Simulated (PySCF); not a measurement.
# C4H12Si: NMR shieldings with heavy atoms

Programs: PySCF 2.14.0, with routines of our own; each step states its level. All values are computed. Atoms count from 0.

## Step 1: The starting structure

17 atoms, charge 0, multiplicity 1; geometry from: GFN2-xTB.

## Step 2: Optimising the geometry at PBE0-D3(BJ)/def2-SVP

Job settings and geometry (Å):

```
{"job": {"xc": "PBE0", "basis": "def2-SVP", "d3": "d3bj", "grid": 1, "maxiter": 30, "shake": 0.01, "kind": "geom"}, "charge": 0, "multiplicity": 1}
C     -0.386160    -1.238980    -1.415200
Si    -0.006850    -0.005200    -0.003910
C     -0.012070     1.783230    -0.684010
C     -1.286560    -0.152670     1.366730
C      1.713280    -0.422220     0.711010
H     -1.383580    -0.998740    -1.855540
H     -0.409150    -2.243640    -1.070010
H      0.342490    -1.142510    -2.222390
H      0.240630     2.507270     0.125740
H     -0.960820     2.055470    -1.079160
H      0.737630     1.904750    -1.453270
H     -2.306250     0.076230     1.000840
H     -1.379230    -1.150260     1.769490
H     -1.133670     0.528590     2.198680
H      1.741830    -1.437120     1.117350
H      2.492600    -0.322710    -0.025320
H      1.979390     0.270340     1.529150
```

On the command line:

```sh
$ OMP_NUM_THREADS=1 python heavy_run.py task.json out
```

One launch serves the whole session: the jobs run in the order shown.

**Question.** How long does this first job take on 1 thread of Arm Neoverse V2, shared host, and how much memory does it need?

About 54 s, with a peak of 0.6 GiB.
